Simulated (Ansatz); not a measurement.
# TaO (quartet): the correlation ladder, def2-TZVPP

An exercise on one series of results from a longer session: the logs are not shown, and one member is left open.

Computed with Ansatz 0.2.0, Gaussian basis. Level: def2-TZVPP, core rule «outside noble gas», up to 5 orbitals frozen.

Plan: UHF; ROHF; CCSD(T) on UHF.

2 further runs of the same task are left out: 2 set aside as unsound or not needed.

## What is computed

The geometry is a PBE0/def2-TZVP stationary point (not a proven minimum) of the parent state, kept for this charge and spin. No spin-orbit coupling is included. Elements past krypton take def2 core potentials.

2 atoms, charge 0, spin multiplicity 4.

Atoms are counted from 1 here; the program's logs count them from 0.

Bond lengths: Ta1–O2 1.683 Å.

Set-up of the first run:

in.yaml

```yaml
crystal:
  periodic: [false, false, false]
  atoms:
    - {symbol: Ta, position_ang: [0.000000, 0.000000, 0.000000]}
    - {symbol: O, position_ang: [0.000000, 0.000000, 1.683400]}
basis:
  gaussian: {orbitals: def2-TZVPP}
magnetization: {spin_polarized: true, initial_magnetization: 3}
hamiltonian: {xc: hf}
output: {orbitals: {seedname: orbitals}}
```

Command:

```bash
ansatz run in.yaml --threads 1 --pin off --events-out ev --progress --plain --max-ram 4096MiB --backend cpu
```

Among the steps run: UHF; ROHF; CCSD(T) on UHF.

One of the session's tables, all rows but one given; the rest of the session is left out.

It belongs to the step «Misses and costs». 

| method | from UCCSD(T) (kJ/mol) |
| --- | --- |
| ROHF | +966.2 |
| UHF | +947.5 |
| UMP2 | +22.4 |
| UCCSD | ? |
| UCCSD(T) | 0 |

Estimate the missing values for UCCSD.

The run gave: from UCCSD(T) (kJ/mol): +56.3. In the column «from UCCSD(T) (kJ/mol)» it lies between UMP2 (+22.4) and UHF (+947.5).
